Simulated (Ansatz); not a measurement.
**ClF₃SW: basis-set convergence**

An exercise on one series of results from a longer session: the logs are not shown, and one member is left open.

The runs use Ansatz 0.2.0, Gaussian basis; one geometry, several basis sets.

The runs, in order: PBE0-D4/def2-SVP; ωB97M-V/def2-SVP; PBE0-D4/def2-QZVPP; ωB97M-V/def2-QZVPP; the functionals' def2-TZVPP values are taken from earlier runs.

1 further run of the same task is left out (for a known fault of the program).

## The geometry

All runs share one geometry, relaxed beforehand with PBE0-D4 in a triple-zeta def2 set. W takes the def2 core potential; no spin-orbit term is included.

SMILES `[F][W]([F])([F])(=[S])[Cl]`, 6 atoms, charge 0, spin multiplicity 1.

Atoms are counted from 1 here; the program's logs count them from 0.

Bond lengths: F1–W2 1.850 Å, W2–F3 1.853 Å, W2–F4 1.850 Å, W2–S5 2.090 Å, W2–Cl6 2.270 Å. Angles: F1–W2–F3 84.6°, F1–W2–F4 151.7°, F1–W2–S5 104.1°, F1–W2–Cl6 87.4°, F3–W2–F4 84.6°, F3–W2–S5 107.4°, F3–W2–Cl6 146.7°, F4–W2–S5 104.1°, F4–W2–Cl6 87.4°, S5–W2–Cl6 105.9°.

The first run:

Contents of in.yaml:

```yaml
crystal:
  periodic: [false, false, false]
  atoms:
    - {symbol: F, position_ang: [-1.403990, 0.699423, -0.974900]}
    - {symbol: W, position_ang: [-0.016178, -0.060730, -0.017242]}
    - {symbol: F, position_ang: [-1.094747, -1.566893, 0.014740]}
    - {symbol: F, position_ang: [0.698319, -0.752593, 1.542176]}
    - {symbol: S, position_ang: [1.472091, -0.386636, -1.448278]}
    - {symbol: Cl, position_ang: [0.386506, 2.003629, 0.837303]}
basis:
  gaussian: {orbitals: def2-SVP}
hamiltonian: {xc: pbe0, dispersion: d4}
output: {orbitals: {seedname: orbitals}}
```

Started as:

```console
$ ansatz run in.yaml --threads 4 --pin off --events-out ev --progress --plain --max-ram 10444MiB
```

Among the steps run: PBE0-D4 in def2-SVP; ωB97M-V in def2-SVP; PBE0-D4 in def2-QZVPP; ωB97M-V in def2-QZVPP.

One table of the session follows, with a row left open; its other results are not shown here.

It belongs to the step «Functionals by basis». 

```
functional       basis  HOMO (eV)  LUMO (eV)
   PBE0-D4    def2-SVP      -9.30      -4.09
   PBE0-D4  def2-TZVPP      -9.21      -3.92
   PBE0-D4  def2-QZVPP      -9.21      -3.93
   ωB97M-V    def2-SVP     -11.33      -1.84
   ωB97M-V  def2-TZVPP          ?          ?
   ωB97M-V  def2-QZVPP     -11.28      -1.72
```

Estimate the missing values for ωB97M-V, def2-TZVPP.

The run gave: HOMO (eV): -11.27; LUMO (eV): -1.69. In the column «HOMO (eV)» it lies between ωB97M-V, def2-QZVPP (-11.28) and PBE0-D4, def2-SVP (-9.30).
